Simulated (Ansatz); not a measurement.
# C2H5BO2: up Jacob's ladder to CCSD(T)

How much do the methods differ for C2H5BO2? The plan is to run it at one geometry with functionals of several rungs and with coupled cluster, and see how far each lands from CCSD(T) at the basis-set limit for the atomisation energy.

Method: functionals in def2-TZVPP, the program's frozen cores in correlated methods; program: Ansatz 0.2.0, Gaussian basis.

Levels to be run: LDA (SPW92), PBE-D4, revPBE-D4, BLYP-D4, r2SCAN-D4, B97M-V, PBE0-D4, B3LYP-D4, r2SCANh-D4, r2SCAN0-D4, HSE06-D4, BHLYP-D4, CAM-B3LYP-D4, LC-ωPBE, ωB97X-V, ωB97M-V, B2PLYP, PBE-QIDH; CCSD(T)/def2-SVP; CCSD(T)/def2-TZVPP; MP2/def2-QZVPP; extrapolation to the limit; RPA on PBE.

### Step 1. Structure used throughout

An earlier PBE0-D4 in a triple-zeta def2 set relaxation fixed the geometry.

SMILES `BOC(C)=O`, 10 atoms, charge 0, spin multiplicity 1.

Atoms are counted from 1 here; the program's logs count them from 0.

Bond lengths: B1–O2 1.364 Å, B1–H6 1.194 Å, B1–H7 1.192 Å, O2–C3 1.377 Å, C3–C4 1.492 Å, C3–O5 1.191 Å, C4–H8 1.092 Å, C4–H9 1.087 Å, C4–H10 1.092 Å. Angles: O2–B1–H6 115.5°, O2–B1–H7 120.5°, H6–B1–H7 124.0°, B1–O2–C3 122.4°, O2–C3–C4 110.9°, O2–C3–O5 122.5°, C4–C3–O5 126.5°, C3–C4–H8 109.8°, C3–C4–H9 110.0°, C3–C4–H10 109.3°, H8–C4–H9 110.4°, H8–C4–H10 107.0°, H9–C4–H10 110.3°.

Coordinates:

```xyz
10
C2H5BO2
B    -0.34951    1.77725   -0.86922
O    -0.61069    0.58186   -0.26574
C     0.30414   -0.44760   -0.24168
C     0.08707   -1.32566    0.94491
O     1.11828   -0.60040   -1.09693
H    -1.26849    2.53700   -0.92170
H     0.74588    2.02569   -1.26979
H     0.17591   -0.73782    1.86090
H     0.80987   -2.13723    0.94364
H    -0.92936   -1.72409    0.91841
```

### Step 2. LDA

This LDA is Slater exchange with PW92 correlation.

in.yaml reads:

```yaml
crystal:
  periodic: [false, false, false]
  atoms:
    - {symbol: B, position_ang: [-0.349507, 1.777249, -0.869223]}
    - {symbol: O, position_ang: [-0.610691, 0.581859, -0.265739]}
    - {symbol: C, position_ang: [0.304136, -0.447596, -0.241682]}
    - {symbol: C, position_ang: [0.087071, -1.325664, 0.944914]}
    - {symbol: O, position_ang: [1.118278, -0.600395, -1.096930]}
    - {symbol: H, position_ang: [-1.268485, 2.536996, -0.921701]}
    - {symbol: H, position_ang: [0.745876, 2.025688, -1.269792]}
    - {symbol: H, position_ang: [0.175915, -0.737817, 1.860903]}
    - {symbol: H, position_ang: [0.809871, -2.137232, 0.943639]}
    - {symbol: H, position_ang: [-0.929363, -1.724087, 0.918410]}
basis:
  gaussian: {orbitals: def2-TZVPP}
hamiltonian: {xc: lda}
output: {orbitals: {seedname: orbitals}}
```

Started as:

```console
> ansatz run in.yaml --threads 4 --pin off --events-out ev --progress --plain --max-ram 10444MiB
```

Further steps of the session: PBE-D4 (GGA); revPBE-D4 (GGA); BLYP-D4 (GGA); r2SCAN-D4 (meta-GGA); B97M-V (meta-GGA); B3LYP-D4 (hybrid); r2SCANh-D4 (hybrid); r2SCAN0-D4 (hybrid); HSE06-D4 (hybrid); BHLYP-D4 (hybrid); CAM-B3LYP-D4 (range-separated); LC-ωPBE (range-separated); ωB97X-V (range-separated); ωB97M-V (range-separated); B2PLYP (double hybrid); PBE-QIDH (double hybrid); CCSD(T) in def2-SVP; CCSD(T) in def2-TZVPP; MP2 in def2-QZVPP; RPA on PBE orbitals.

**Question.** What will the summary of the whole plan be? Wanted: atomisation energy, CCSD(T)/CBS; farthest beyond LDA; mean size of error, GGA; mean size of error, meta-GGA; mean size of error, hybrid; mean size of error, range-separated; mean size of error, double hybrid; gap, smallest and largest; T1 diagnostic.

The runs gave:

| quantity | value |
| --- | --- |
| atomisation energy, CCSD(T)/CBS | 996.1 kcal/mol |
| functionals within 5.0 kcal/mol (0.5 %) | revPBE-D4, B97M-V, B3LYP-D4, r2SCANh-D4, LC-ωPBE, ωB97X-V, B2PLYP, PBE-QIDH |
| farthest beyond LDA | PBE-D4 (+31.7 kcal/mol) |
| mean size of error, GGA | 14.3 kcal/mol |
| mean size of error, meta-GGA | 7.0 kcal/mol |
| mean size of error, hybrid | 10.5 kcal/mol |
| mean size of error, range-separated | 6.6 kcal/mol |
| mean size of error, double hybrid | 3.0 kcal/mol |
| gap, smallest and largest | 4.35 eV (LDA (SPW92)), 12.32 eV (LC-ωPBE) |
| T1 diagnostic | 0.0152 |
| triples share of the correlation energy | 3.9 % |

LDA overbinds by 159.7 kcal/mol (16 %). PBE-D4 misses by +31.7 kcal/mol. Double hybrids carry the basis error of their MP2 part in triple zeta, and no dispersion term here, so their miss is partly the set-up's. Taken by rung, double hybrid functionals do best (3.0 kcal/mol on average) and GGA ones worst beyond LDA (14.3 kcal/mol). Misses under about 5.0 kcal/mol are within the doubt on the reference itself, which lacks core-valence correlation, relativity and higher excitations. Hartree-Fock recovers 73 % of the binding; the rest is correlation. CCSD(T) in def2-SVP is off by -39.7 kcal/mol, so the small basis spoils what the method gains. Orbital gaps span 4.4 to 12.3 eV; exact exchange widens them.
